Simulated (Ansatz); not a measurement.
# K26NaF27: the cost of one run

Computed with Ansatz 0.2.0 (DFT, PBE, plane-wave PAW, default files, scalar-relativistic, unless a step's input says otherwise).

**1. The starting structure**

The structure is cubic, space group Fm-3m (No. 225). The conventional cell has a = 15.926 Å, b = 15.926 Å, c = 15.926 Å, α = 90.00°, β = 90.00°, γ = 90.00°. Na (site symmetry m-3m) has 6 F at 2.65 Å as nearest neighbours. Around K (site symmetry mm2) lie 6 F at 2.65 Å. Around K (site symmetry 3m) lie 6 F at 2.65 Å. K (site symmetry 4mm) is surrounded by 6 F at 2.65 Å. F (site symmetry 3m) is surrounded by 6 K at 2.65 Å. F (site symmetry 4mm) has 5 K at 2.65 Å and 1 Na at 2.65 Å as nearest neighbours. F (site symmetry mm2) has 6 K at 2.65 Å as nearest neighbours. F (site symmetry m-3m) has 6 K at 2.65 Å as nearest neighbours.

Structure file:

```cif
data_structure
_symmetry_space_group_name_H-M 'Fm-3m'
_symmetry_Int_Tables_number 225
_cell_length_a 15.9265
_cell_length_b 15.9265
_cell_length_c 15.9265
_cell_angle_alpha 90.000
_cell_angle_beta 90.000
_cell_angle_gamma 90.000
_cell_volume 4039.80
loop_
_atom_site_label
_atom_site_type_symbol
_atom_site_symmetry_multiplicity
_atom_site_Wyckoff_symbol
_atom_site_fract_x
_atom_site_fract_y
_atom_site_fract_z
_atom_site_occupancy
Na1 Na 4 a 0.00000 0.00000 0.00000 1
K1 K 48 h 0.16667 0.16667 0.00000 1
K2 K 32 f 0.83333 0.16667 0.66667 1
K3 K 24 e 0.50000 0.00000 0.83333 1
F1 F 32 f 0.16667 0.66667 0.66667 1
F2 F 24 e 0.50000 0.00000 0.66667 1
F3 F 48 i 0.50000 0.83333 0.83333 1
F4 F 4 b 0.50000 0.00000 0.00000 1
```

Atom 1 of the input is the impurity.

**2. Single point at the given positions**

Contents of input.yaml:

```yaml
crystal:
  lattice:
    - [0.0, 7.963240215, 7.963240215]
    - [7.963240215, 0.0, 7.963240215]
    - [7.963240215, 7.963240215, 0.0]
  atoms:
    - { symbol: Na, position: [0.0, 0.0, 0.0] }
    - { symbol: K, position: [0.0, 0.0, 0.3333333333] }
    - { symbol: K, position: [0.0, 0.0, 0.6666666667] }
    - { symbol: K, position: [0.0, 0.3333333333, 0.0] }
    - { symbol: K, position: [0.0, 0.3333333333, 0.3333333333] }
    - { symbol: K, position: [0.0, 0.3333333333, 0.6666666667] }
    - { symbol: K, position: [0.0, 0.6666666667, 0.0] }
    - { symbol: K, position: [0.0, 0.6666666667, 0.3333333333] }
    - { symbol: K, position: [0.0, 0.6666666667, 0.6666666667] }
    - { symbol: K, position: [0.3333333333, 0.0, 0.0] }
    - { symbol: K, position: [0.3333333333, 0.0, 0.3333333333] }
    - { symbol: K, position: [0.3333333333, 0.0, 0.6666666667] }
    - { symbol: K, position: [0.3333333333, 0.3333333333, 0.0] }
    - { symbol: K, position: [0.3333333333, 0.3333333333, 0.3333333333] }
    - { symbol: K, position: [0.3333333333, 0.3333333333, 0.6666666667] }
    - { symbol: K, position: [0.3333333333, 0.6666666667, 0.0] }
    - { symbol: K, position: [0.3333333333, 0.6666666667, 0.3333333333] }
    - { symbol: K, position: [0.3333333333, 0.6666666667, 0.6666666667] }
    - { symbol: K, position: [0.6666666667, 0.0, 0.0] }
    - { symbol: K, position: [0.6666666667, 0.0, 0.3333333333] }
    - { symbol: K, position: [0.6666666667, 0.0, 0.6666666667] }
    - { symbol: K, position: [0.6666666667, 0.3333333333, 0.0] }
    - { symbol: K, position: [0.6666666667, 0.3333333333, 0.3333333333] }
    - { symbol: K, position: [0.6666666667, 0.3333333333, 0.6666666667] }
    - { symbol: K, position: [0.6666666667, 0.6666666667, 0.0] }
    - { symbol: K, position: [0.6666666667, 0.6666666667, 0.3333333333] }
    - { symbol: K, position: [0.6666666667, 0.6666666667, 0.6666666667] }
    - { symbol: F, position: [0.1666666667, 0.1666666667, 0.1666666667] }
    - { symbol: F, position: [0.1666666667, 0.1666666667, 0.5] }
    - { symbol: F, position: [0.1666666667, 0.1666666667, 0.8333333333] }
    - { symbol: F, position: [0.1666666667, 0.5, 0.1666666667] }
    - { symbol: F, position: [0.1666666667, 0.5, 0.5] }
    - { symbol: F, position: [0.1666666667, 0.5, 0.8333333333] }
    - { symbol: F, position: [0.1666666667, 0.8333333333, 0.1666666667] }
    - { symbol: F, position: [0.1666666667, 0.8333333333, 0.5] }
    - { symbol: F, position: [0.1666666667, 0.8333333333, 0.8333333333] }
    - { symbol: F, position: [0.5, 0.1666666667, 0.1666666667] }
    - { symbol: F, position: [0.5, 0.1666666667, 0.5] }
    - { symbol: F, position: [0.5, 0.1666666667, 0.8333333333] }
    - { symbol: F, position: [0.5, 0.5, 0.1666666667] }
    - { symbol: F, position: [0.5, 0.5, 0.5] }
    - { symbol: F, position: [0.5, 0.5, 0.8333333333] }
    - { symbol: F, position: [0.5, 0.8333333333, 0.1666666667] }
    - { symbol: F, position: [0.5, 0.8333333333, 0.5] }
    - { symbol: F, position: [0.5, 0.8333333333, 0.8333333333] }
    - { symbol: F, position: [0.8333333333, 0.1666666667, 0.1666666667] }
    - { symbol: F, position: [0.8333333333, 0.1666666667, 0.5] }
    - { symbol: F, position: [0.8333333333, 0.1666666667, 0.8333333333] }
    - { symbol: F, position: [0.8333333333, 0.5, 0.1666666667] }
    - { symbol: F, position: [0.8333333333, 0.5, 0.5] }
    - { symbol: F, position: [0.8333333333, 0.5, 0.8333333333] }
    - { symbol: F, position: [0.8333333333, 0.8333333333, 0.1666666667] }
    - { symbol: F, position: [0.8333333333, 0.8333333333, 0.5] }
    - { symbol: F, position: [0.8333333333, 0.8333333333, 0.8333333333] }
kpoints:
  mp_grid: { grid: [2, 2, 2] }
scf:
  occupations: { method: fermi_dirac, width: 0.01 }
hamiltonian:
  xc: pbe
  pseudopotentials: { kind: paw }
output:
  forces: true
  stress: true
  populations: true
  efg:
    quadrupole_moments_barn: { Na: 0.104, K: 0.0603 }
    contact_densities: true
```

Started as:

```console
ansatz run input.yaml --threads 1 --pin off --max-ram 3072MiB --backend cpu --events-out ev --progress --plain --runs-dir out
```

What time and memory should one allow on 1 thread of Arm Neoverse V1, shared host?

About 1.8 min, with a peak of 1.8 GiB.
